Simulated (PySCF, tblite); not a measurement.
# C₅H₄F₂O₂: dynamics, then NMR shifts on frames

How do NMR shifts of C₅H₄F₂O₂ (`FC(F)Oc1ccco1`) change as the atoms move?

The runs use tblite 0.8.0 and PySCF 2.14.0, with density-fitted response routines of our own; the level of theory stands in each step. All values are computed, except where a source is named. Atoms count from 0, in the outputs and in this text.

**1. The molecule as given**

13 atoms, charge 0, multiplicity 1; geometry from: GFN2-xTB.

Bonds of the start (Å): F0–C1 1.35, C1–F2 1.34, C1–O3 1.36, O3–C4 1.36, C4–C5 1.36, C5–C6 1.42, C6–C7 1.36, C7–O8 1.36, O8–C4 1.34, C1–H9 1.10, C5–H10 1.07, C6–H11 1.07, C7–H12 1.07.

**2. Dynamics with GFN2-xTB**

The job: settings as JSON, then the geometry in Å.

```
{"job": {"kind": "md", "xc": "GFN2-xTB", "basis": "xTB", "temperature": 300, "steps": 2000, "every": 50, "frames": 5}, "charge": 0, "multiplicity": 1}
F      2.844446    -0.011541    -0.080161
C      2.033954     0.842384     0.587598
F      2.775360     1.381811     1.560758
O      0.999880     0.183767     1.172094
C     -0.067587    -0.120079     0.377589
C     -1.212565    -0.770683     0.713065
C     -1.979215    -0.808398    -0.482405
C     -1.241415    -0.185241    -1.433517
O     -0.062710     0.242510    -0.914316
H      1.732665     1.636682    -0.118940
H     -1.466704    -1.165862     1.672397
H     -2.949586    -1.243411    -0.601433
H     -1.410914     0.018546    -2.470456
```

Level: GFN2-xTB Langevin dynamics, gas phase.

The run is started by

```sh
OMP_NUM_THREADS=1 python probes_run.py task.json out
```

One launch serves the whole session: the jobs run in the order shown.

Log:

```text
t/fs     T/K      E/eV
    0.0   250.0   -825.46610
   25.0   110.8   -825.13506
   50.0   150.6   -825.10423
   75.0   202.9   -825.12710
  100.0   213.5   -825.08848
  125.0   287.3   -825.22356
  150.0   278.1   -825.12073
  175.0   260.2   -825.08202
  200.0   400.6   -825.11626
  225.0   284.2   -824.87340
  250.0   469.1   -825.05401
  275.0   357.8   -824.83844
  300.0   335.0   -824.85307
  325.0   315.7   -824.85971
  350.0   425.7   -825.13857
  375.0   323.2   -825.18735
  400.0   276.9   -825.00204
  425.0   294.0   -825.05917
  450.0   340.3   -825.22090
  475.0   300.8   -825.10079
  500.0   308.8   -825.11355
  525.0   231.7   -824.99295
  550.0   314.0   -825.00242
  575.0   360.2   -825.06018
  600.0   321.2   -825.02797
  625.0   265.7   -824.90635
  650.0   242.3   -824.97227
  675.0   229.0   -825.04719
  700.0   325.1   -825.11204
  725.0   286.0   -824.99216
  750.0   265.8   -824.97253
  775.0   321.1   -824.97414
  800.0   239.9   -824.88976
  825.0   361.3   -825.14542
  850.0   302.1   -824.98154
  875.0   288.5   -824.84509
  900.0   349.3   -825.01552
  925.0   291.1   -824.87876
  950.0   268.0   -824.89807
  975.0   348.5   -825.10158
 1000.0   391.6   -825.09980
```

It took 23 s on 1 thread of Intel Xeon Platinum 8175M at 2.50GHz, shared host; peak memory 0.18 GiB.

Distance from the start (root mean square after alignment): 0 fs 0.00 Å, 200 fs 0.17 Å, 400 fs 0.15 Å, 600 fs 0.25 Å, 800 fs 0.28 Å, 1000 fs 0.19 Å.

Positions (Å) and forces (eV/Å) at 1000 fs:

```xyz
13

F     1.869   -1.520    1.256   -0.231    0.743   -0.499
C     1.288   -0.278    1.044    1.113   -0.502    0.828
F     1.980    0.556    1.838    0.250    0.126    0.451
O     0.038   -0.297    1.487   -0.915    0.332   -0.062
C    -1.008   -0.442    0.626   -1.953    0.678    0.274
C    -2.353   -0.096    0.836    1.455   -0.866   -0.200
C    -3.033   -0.757   -0.227    0.231    0.426   -0.913
C    -2.099   -1.305   -1.080    0.203    0.013    0.263
O    -0.860   -1.082   -0.525    0.106   -0.902   -0.643
H     1.511    0.099    0.052   -0.276   -0.442   -0.820
H    -2.732    0.509    1.651    0.071   -0.494   -0.384
H    -4.084   -0.709   -0.437    0.009   -0.066    0.162
H    -2.117   -1.887   -2.046   -0.065    0.954    1.544
```

**3. NMR shieldings: 250 fs, PBE0/pcSseg-1**

The job: settings as JSON, then the geometry in Å.

```
{"job": {"kind": "nmr", "xc": "PBE0", "basis": "pcSseg-1", "pop": false}, "charge": 0, "multiplicity": 1}
F      2.464200    -0.255500     0.305700
C      1.692200     0.797300     0.741900
F      2.403600     1.241400     1.864200
O      0.488500     0.415200     1.200900
C     -0.404400    -0.081700     0.338900
C     -1.412600    -0.971800     0.618200
C     -2.035500    -1.162700    -0.678300
C     -1.362800    -0.385100    -1.537400
O     -0.267100     0.177200    -0.981600
H      1.674800     1.610400     0.014200
H     -1.679300    -1.413000     1.584800
H     -2.934700    -1.733700    -0.901500
H     -1.645200    -0.196500    -2.496600
```

Method: GIAO PBE0/pcSseg-1 NMR shielding, non-relativistic, gas phase.

Log:

```text
coarse grid: 12256 points
cycle   1  E = -542.1467630432  dE =  1.899e+00  |g| = 9.571e-01  |ddm| = 3.386e+00
cycle   2  E = -541.9655682286  dE =  1.812e-01  |g| = 1.429e+00  |ddm| = 1.302e+00
cycle   3  E = -542.3090959289  dE = -3.435e-01  |g| = 1.306e-01  |ddm| = 8.436e-01
cycle   4  E = -542.3113249006  dE = -2.229e-03  |g| = 7.633e-02  |ddm| = 1.457e-01
cycle   5  E = -542.3124044078  dE = -1.080e-03  |g| = 1.477e-02  |ddm| = 5.612e-02
cycle   6  E = -542.3124428410  dE = -3.843e-05  |g| = 6.395e-03  |ddm| = 1.500e-02
cycle   7  E = -542.3124513096  dE = -8.469e-06  |g| = 1.834e-03  |ddm| = 5.803e-03
final grid: 123152 points
cycle   8  E = -542.4002047159  dE = -3.353e-05  |g| = 1.345e-02  |ddm| = 2.647e-02
cycle   9  E = -542.4001521909  dE =  5.253e-05  |g| = 2.158e-02  |ddm| = 1.971e-02
cycle  10  E = -542.4002356679  dE = -8.348e-05  |g| = 2.348e-03  |ddm| = 1.358e-02
cycle  11  E = -542.4002368952  dE = -1.227e-06  |g| = 4.033e-04  |ddm| = 2.031e-03
cycle  12  E = -542.4002369237  dE = -2.849e-08  |g| = 1.196e-04  |ddm| = 3.469e-04
cycle  13  E = -542.4002369263  dE = -2.633e-09  |g| = 2.982e-05  |ddm| = 9.184e-05
cycle  14  E = -542.4002369264  dE = -1.185e-10  |g| = 1.542e-05  |ddm| = 2.830e-05
converged SCF energy = -542.4002369264

GIAO shielding tensors (ppm)
atom      isotropic    diamagn.    paramagn.     s11        s22        s33       span
  0 F      248.565     472.831    -224.267    156.441    238.142    351.111    194.670
  1 C       59.837     237.042    -177.206     42.628     60.755     76.127     33.499
  2 F      249.613     468.391    -218.779    126.745    255.602    366.491    239.745
  3 O      175.963     397.767    -221.804    123.375    175.273    229.242    105.867
  4 C       23.944     252.315    -228.371    -51.665     49.104     74.393    126.059
  5 C       86.707     253.467    -166.760     23.811     76.538    159.772    135.961
  6 C       63.900     258.438    -194.538    -32.585     65.076    159.209    191.794
  7 C       49.288     247.044    -197.756    -34.242     69.720    112.386    146.628
  8 O       74.315     399.490    -325.175    -49.884     29.080    243.749    293.633
  9 H       24.414      27.383      -2.969     20.998     24.553     27.691      6.693
 10 H       24.974      30.796      -5.822     22.022     25.361     27.538      5.516
 11 H       24.653      29.949      -5.296     23.023     25.173     25.763      2.740
 12 H       25.514      30.791      -5.277     22.647     26.332     27.563      4.916
```

It took 40 s on 1 thread of Intel Xeon Platinum 8175M at 2.50GHz, shared host; peak memory 0.76 GiB.

Shifts follow as δ = σ(reference) − σ, with reference shieldings (ppm) from runs at the same level and on the same kind of geometry: 1H TMS 31.72, 13C TMS 186.9, 19F CFCl3 170.9, 17O H2O 336.1. The references are single molecules in the gas phase, so shifts against H2O, NH3, PH3, H3PO4 or CFCl3 are not on the usual liquid scales and can be off by tens of ppm. Each atom is listed at this fixed geometry, with no averaging over motion; a spectrum would average atoms that exchange fast.

| atoms | environment | σ (ppm) | δ (ppm) |
| --- | --- | --- | --- |
| C4 | aromatic carbon bearing oxygen | 23.9 | 163.0 |
| C7 | aromatic CH next to the ring oxygen | 49.3 | 137.6 |
| C1 | sp3 CH bonded to 2 F and O | 59.8 | 127.1 |
| C6 | aromatic CH | 63.9 | 123.0 |
| C5 | aromatic CH | 86.7 | 100.2 |
| H9 | hydrogen on an sp3 CH bonded to 2 F and O | 24.41 | 7.30 |
| H11 | hydrogen on an aromatic CH | 24.65 | 7.06 |
| H10 | hydrogen on an aromatic CH | 24.97 | 6.74 |
| H12 | hydrogen on an aromatic CH next to the ring oxygen | 25.51 | 6.20 |
| F0 | fluorine of a CF2 group | 248.6 | -77.6 |
| F2 | fluorine of a CF2 group | 249.6 | -78.7 |
| O8 | aromatic ring oxygen | 74.3 | 261.8 |
| O3 | ether oxygen | 176.0 | 160.1 |

Ring of atoms C4, C5, C6, C7, O8: NICS(0) -11.3, NICS(1) -8.7, NICS(1)zz -21.8 ppm (means of both faces).

**4. NMR shieldings: 425 fs, PBE0/pcSseg-1**

The job: settings as JSON, then the geometry in Å.

```
{"job": {"kind": "nmr", "xc": "PBE0", "basis": "pcSseg-1", "pop": false}, "charge": 0, "multiplicity": 1}
F      2.345600    -0.395700     0.953900
C      1.320800     0.528000     0.976000
F      1.749300     1.559400     1.815100
O      0.271900    -0.151500     1.496300
C     -0.701100    -0.652500     0.622800
C     -1.945100    -1.155100     0.772600
C     -2.323300    -1.440800    -0.600200
C     -1.312200    -1.037000    -1.376500
O     -0.286100    -0.603100    -0.627600
H      1.193400     0.893700    -0.021400
H     -2.546300    -1.235200     1.667500
H     -3.253900    -1.871800    -0.961900
H     -1.085600    -1.204700    -2.448000
```

With the program's defaults for keys left out, this is: GIAO PBE0/pcSseg-1 NMR shielding, non-relativistic, gas phase.

Log:

```text
coarse grid: 12256 points
cycle   1  E = -542.1549494204  dE =  1.876e+00  |g| = 9.469e-01  |ddm| = 3.378e+00
cycle   2  E = -542.0001925977  dE =  1.548e-01  |g| = 1.376e+00  |ddm| = 1.205e+00
cycle   3  E = -542.3127890146  dE = -3.126e-01  |g| = 1.001e-01  |ddm| = 7.457e-01
cycle   4  E = -542.3137995767  dE = -1.011e-03  |g| = 6.982e-02  |ddm| = 1.163e-01
cycle   5  E = -542.3146689395  dE = -8.694e-04  |g| = 1.297e-02  |ddm| = 4.991e-02
cycle   6  E = -542.3146989414  dE = -3.000e-05  |g| = 5.573e-03  |ddm| = 1.351e-02
cycle   7  E = -542.3147057115  dE = -6.770e-06  |g| = 1.489e-03  |ddm| = 5.113e-03
final grid: 123152 points
cycle   8  E = -542.4026613908  dE = -3.383e-05  |g| = 1.299e-02  |ddm| = 2.722e-02
cycle   9  E = -542.4026172241  dE =  4.417e-05  |g| = 2.026e-02  |ddm| = 1.851e-02
cycle  10  E = -542.4026903386  dE = -7.311e-05  |g| = 2.098e-03  |ddm| = 1.249e-02
cycle  11  E = -542.4026913385  dE = -9.999e-07  |g| = 3.928e-04  |ddm| = 1.865e-03
cycle  12  E = -542.4026913654  dE = -2.686e-08  |g| = 1.151e-04  |ddm| = 3.263e-04
cycle  13  E = -542.4026913679  dE = -2.535e-09  |g| = 2.437e-05  |ddm| = 9.536e-05
cycle  14  E = -542.4026913680  dE = -7.265e-11  |g| = 1.358e-05  |ddm| = 2.085e-05
converged SCF energy = -542.4026913680

GIAO shielding tensors (ppm)
atom      isotropic    diamagn.    paramagn.     s11        s22        s33       span
  0 F      241.160     472.846    -231.686    126.886    253.516    343.077    216.190
  1 C       57.687     244.500    -186.813     39.249     61.175     72.638     33.388
  2 F      254.642     469.788    -215.146    131.996    272.758    359.172    227.176
  3 O      157.795     397.197    -239.402    119.961    145.309    208.115     88.154
  4 C       27.662     253.452    -225.790    -36.646     49.907     69.724    106.370
  5 C       97.914     253.379    -155.466     47.239     81.320    165.182    117.943
  6 C       66.555     258.925    -192.370    -21.239     65.004    155.901    177.139
  7 C       51.217     248.769    -197.551    -25.755     68.213    111.194    136.949
  8 O       65.171     401.143    -335.972    -36.549      6.513    225.550    262.099
  9 H       24.621      30.480      -5.859     20.775     25.815     27.273      6.498
 10 H       25.548      30.572      -5.024     22.196     25.770     28.679      6.483
 11 H       24.797      29.490      -4.694     22.796     24.946     26.648      3.852
 12 H       24.217      28.271      -4.054     20.688     24.906     27.057      6.369
```

Wall time 38 s (1 thread of Intel Xeon Platinum 8175M at 2.50GHz, shared host); peak memory 0.81 GiB.

In short: δ C4 159.3, C7 135.7, C1 129.2, C6 120.4, H12 7.50, H9 7.10 ppm.

(Part 1 of 2 ends here.)
